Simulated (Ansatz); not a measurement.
# Molecular dynamics of YbH$_{3}$

Input file:

```yaml
accuracy: low
crystal:
  lattice:
    - [5.262041, 0.0, 0.0]
    - [0.0, 5.262041, 0.0]
    - [0.0, 0.0, 5.262041]
  atoms:
    - { symbol: Yb, position: [-0.00329582, 0.00060508, 0.00038361] }
    - { symbol: H, position: [0.74390655, 0.78767843, 0.74723389] }
    - { symbol: H, position: [0.24326926, 0.23115289, 0.27900258] }
    - { symbol: H, position: [0.42150135, 0.36180446, 0.66113024] }
    - { symbol: Yb, position: [0.49135028, 0.50058761, 0.0156176] }
    - { symbol: H, position: [0.31783433, 0.25020181, 0.68694133] }
    - { symbol: H, position: [0.74960404, 0.68700379, 0.26162573] }
    - { symbol: H, position: [0.06769107, 0.09412659, 0.55415792] }
    - { symbol: Yb, position: [0.49574571, -0.00837656, 0.48784122] }
    - { symbol: H, position: [0.26460773, 0.79188099, 0.2144436] }
    - { symbol: H, position: [0.72035265, 0.26098455, 0.73640775] }
    - { symbol: H, position: [0.02842806, 0.48542921, -0.08787355] }
    - { symbol: Yb, position: [0.0094872, 0.50926538, 0.50654975] }
    - { symbol: H, position: [0.78041669, 0.24076902, 0.23935757] }
    - { symbol: H, position: [0.30231033, 0.77936984, 0.72775037] }
    - { symbol: H, position: [0.51197756, 0.10367955, -0.04860105] }
basis:
  ecutwfc: 500.0
kpoints:
  mp_grid: { grid: [2, 2, 2] }
hamiltonian:
  xc: r2scan
scf:
  occupations: { method: fermi_dirac, width: 0.05 }
  lower_state_search: "off"
md:
  timestep: 0.5
  n_steps: 110
  ensemble: nve
  temperature: 650.0
  initial_velocities: maxwell_boltzmann
  seed: 452802
```

Run as:

```bash
$ ansatz run input.yaml --threads 2 --pin off --max-ram 5120MiB --backend cpu --events-out ev --progress --plain --runs-dir out
```

It goes on from the last frame of an earlier run, with new velocities.

Output, in part (one step line in 4):

```
md step     0: t =     0.00 fs  T =   650.0 K  F+E_penalty+E_count = -55421.25730918 eV  E_kin = 1.260285 eV  conserved = -55419.99702420 eV  (32 SCF iters)
md step     4: t =     2.00 fs  T =   563.8 K  F+E_penalty+E_count = -55421.08946941 eV  E_kin = 1.093152 eV  conserved = -55419.99631756 eV  (22 SCF iters)
md step     8: t =     4.00 fs  T =   576.5 K  F+E_penalty+E_count = -55421.11589872 eV  E_kin = 1.117845 eV  conserved = -55419.99805398 eV  (10 SCF iters)
md step    12: t =     6.00 fs  T =   563.9 K  F+E_penalty+E_count = -55421.09003875 eV  E_kin = 1.093357 eV  conserved = -55419.99668177 eV  (11 SCF iters)
md step    16: t =     8.00 fs  T =   644.5 K  F+E_penalty+E_count = -55421.24601149 eV  E_kin = 1.249678 eV  conserved = -55419.99633300 eV  (9 SCF iters)
md step    20: t =    10.00 fs  T =   849.7 K  F+E_penalty+E_count = -55421.64556345 eV  E_kin = 1.647416 eV  conserved = -55419.99814732 eV  (22 SCF iters)
md step    24: t =    12.00 fs  T =   974.4 K  F+E_penalty+E_count = -55421.88873437 eV  E_kin = 1.889255 eV  conserved = -55419.99947933 eV  (9 SCF iters)
md step    28: t =    14.00 fs  T =   863.9 K  F+E_penalty+E_count = -55421.67335104 eV  E_kin = 1.674920 eV  conserved = -55419.99843090 eV  (9 SCF iters)
md step    32: t =    16.00 fs  T =   641.9 K  F+E_penalty+E_count = -55421.24077049 eV  E_kin = 1.244506 eV  conserved = -55419.99626428 eV  (10 SCF iters)
md step    36: t =    18.00 fs  T =   556.7 K  F+E_penalty+E_count = -55421.07545840 eV  E_kin = 1.079419 eV  conserved = -55419.99603901 eV  (10 SCF iters)
md step    40: t =    20.00 fs  T =   624.1 K  F+E_penalty+E_count = -55421.20874545 eV  E_kin = 1.209976 eV  conserved = -55419.99876987 eV  (26 SCF iters)
md step    44: t =    22.00 fs  T =   670.9 K  F+E_penalty+E_count = -55421.29675613 eV  E_kin = 1.300855 eV  conserved = -55419.99590136 eV  (14 SCF iters)
md step    48: t =    24.00 fs  T =   791.3 K  F+E_penalty+E_count = -55421.53376479 eV  E_kin = 1.534262 eV  conserved = -55419.99950326 eV  (12 SCF iters)
md step    52: t =    26.00 fs  T =   741.5 K  F+E_penalty+E_count = -55421.43510064 eV  E_kin = 1.437689 eV  conserved = -55419.99741149 eV  (13 SCF iters)
md step    56: t =    28.00 fs  T =   658.7 K  F+E_penalty+E_count = -55421.27407953 eV  E_kin = 1.277074 eV  conserved = -55419.99700553 eV  (9 SCF iters)
md step    60: t =    30.00 fs  T =   600.4 K  F+E_penalty+E_count = -55421.16097289 eV  E_kin = 1.164071 eV  conserved = -55419.99690189 eV  (25 SCF iters)
md step    64: t =    32.00 fs  T =   579.2 K  F+E_penalty+E_count = -55421.11981519 eV  E_kin = 1.122992 eV  conserved = -55419.99682366 eV  (9 SCF iters)
md step    68: t =    34.00 fs  T =   607.2 K  F+E_penalty+E_count = -55421.17402711 eV  E_kin = 1.177294 eV  conserved = -55419.99673278 eV  (9 SCF iters)
md step    72: t =    36.00 fs  T =   681.5 K  F+E_penalty+E_count = -55421.32012530 eV  E_kin = 1.321313 eV  conserved = -55419.99881186 eV  (11 SCF iters)
md step    76: t =    38.00 fs  T =   605.9 K  F+E_penalty+E_count = -55421.17095041 eV  E_kin = 1.174748 eV  conserved = -55419.99620220 eV  (13 SCF iters)
md step    80: t =    40.00 fs  T =   750.3 K  F+E_penalty+E_count = -55421.45596782 eV  E_kin = 1.454769 eV  conserved = -55420.00119904 eV  (26 SCF iters)
md step    84: t =    42.00 fs  T =   838.4 K  F+E_penalty+E_count = -55421.62352962 eV  E_kin = 1.625521 eV  conserved = -55419.99800840 eV  (10 SCF iters)
md step    88: t =    44.00 fs  T =   794.6 K  F+E_penalty+E_count = -55421.53846371 eV  E_kin = 1.540702 eV  conserved = -55419.99776217 eV  (10 SCF iters)
md step    92: t =    46.00 fs  T =   690.3 K  F+E_penalty+E_count = -55421.33602633 eV  E_kin = 1.338393 eV  conserved = -55419.99763372 eV  (10 SCF iters)
md step    96: t =    48.00 fs  T =   563.2 K  F+E_penalty+E_count = -55421.08838673 eV  E_kin = 1.091984 eV  conserved = -55419.99640318 eV  (9 SCF iters)
md step   100: t =    50.00 fs  T =   561.9 K  F+E_penalty+E_count = -55421.08519909 eV  E_kin = 1.089406 eV  conserved = -55419.99579311 eV  (24 SCF iters)
md step   104: t =    52.00 fs  T =   746.1 K  F+E_penalty+E_count = -55421.44509339 eV  E_kin = 1.446605 eV  conserved = -55419.99848798 eV  (10 SCF iters)
md step   108: t =    54.00 fs  T =   808.5 K  F+E_penalty+E_count = -55421.56844543 eV  E_kin = 1.567673 eV  conserved = -55420.00077264 eV  (15 SCF iters)
md step   110: t =    55.00 fs  T =   757.4 K  F+E_penalty+E_count = -55421.46290355 eV  E_kin = 1.468516 eV  conserved = -55419.99438770 eV  (23 SCF iters)
```

All steps were run. The conserved energy stayed within 0.34 meV per atom of its start (net change 0.16 meV per atom), so the integration is sound. A run of 0.055 ps of so small a system gives no equilibrium averages. Limits of this set-up: coarse k mesh, low accuracy level.

Mean squared displacements from the first frame to the last, about the centre of mass: Yb 0.01 Å², H 0.23 Å².

Last frame:

```xyz
16
Lattice="5.2620 0.0000 0.0000 0.0000 5.2620 0.0000 0.0000 0.0000 5.2620" Properties=species:S:1:pos:R:3
Yb -0.041 -0.046 -0.007
H 3.979 3.731 3.907
H 1.248 1.298 1.240
H 1.938 2.270 3.034
Yb 2.558 2.510 0.031
H 1.629 1.865 3.496
H 3.750 4.075 1.323
H 0.036 -0.198 2.885
Yb 2.644 0.023 2.638
H 1.446 4.116 1.144
H 3.973 1.567 3.603
H 0.509 2.148 -0.688
Yb 0.072 2.787 2.663
H 3.802 1.448 1.290
H 1.402 3.789 3.945
H 2.278 0.529 -0.410
```

Run time: 22 min on 2 threads of Intel(R) Xeon(R) Platinum 8259CL CPU @ 2.50GHz (Skylake/Cascade Lake), on a shared host, peak memory 0.79 GiB.
